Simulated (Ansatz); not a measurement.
# YS, space group Fm-3m: the spin response to a magnetic field

Computed with Ansatz 0.2.0 through its Python package.

Contents of `POSCAR`:
```text
YS
1.0
   0.00000000    2.74365000    2.74365000
   2.74365000    0.00000000    2.74365000
   2.74365000    2.74365000    0.00000000
Y S
1 1
Direct
   0.50000000    0.50000000    0.50000000
   0.00000000    0.00000000    0.00000000
```

Notebook, run cell by cell (the value of a cell's last expression is shown):

In [1]:
```python
import ansatz as az
from ase.io import read
import numpy as np
```

In [2]:
```python
atoms = read("POSCAR", format="vasp")
ys = az.Crystal.from_ase(atoms)

calc = (
    ys.calculation()
    .functional("LDA")
    .pseudopotentials("paw")
    .basis(630)
    .accuracy("medium")
    .kpoints(9, 9, 9, center="gamma")
    .occupations("Gaussian")
    .scf(extra_bands=6, lower_state_search="standard")
    .spin("collinear")
)
# the field acts on the spins alone; such large fields lift the response over the noise
rows = []
for tesla in [0, 250, 500]:
    summary = (calc.magnetic_field(tesla) if tesla else calc).run(threads=1).report
    rows.append((tesla, summary["magnetization_mub"], summary["free_energy_ev"], summary["components"].get("e_zeeman", 0.0)))
print("         B (T)      moment muB            F eV  Zeeman term eV")
for row in rows:
    print(f"{str(row[0]):>14s}  {row[1]:14.4f}  {row[2]:14.5f}  {row[3]:14.5f}")
slope = np.polyfit([row[0] for row in rows], [row[1] for row in rows], 1)[0]
print(f"dM/dB = {1000 * slope:.4f} muB per 1000 T per cell")
```
```text
RunWarning: this spin-polarised run has no starting moment large enough to seed its density, and nothing else in its deck makes the two spin channels differ, so an SCF from that start keeps the magnetisation at zero until it first converges, unless a state found ahead of a linear-response series gives it moments [...]
         B (T)      moment muB            F eV  Zeeman term eV
             0          0.0000     -4619.50507         0.00000
           250          0.0256     -4619.50525        -0.00037
           500          0.0498     -4619.50580        -0.00144
dM/dB = 0.0996 muB per 1000 T per cell
```

Notes:
- The settings weren't tested for convergence.
- The run is spin-unpolarised.
- For a metal this k-point mesh is coarse: on a finer one energies can move by several to tens of meV an atom and pressures by half a GPa or more, differences at one mesh by less.
- The structure is a deposited one; some such entries were measured under pressure or heat, so a shift against it needn't be the functional's error alone.
- Warnings are shown shortened and without file and line.
- Orbital magnetism is left out. The response of a metal hangs strongly on mesh and smearing, and a straight-line fit holds only where the moment is linear in the field.
- Finished in 36 s on 1 thread of Arm Neoverse V1, with other jobs on the host, peak memory 0.49 GiB.

(Lines on the test bed's own set-up are left out of the output.)
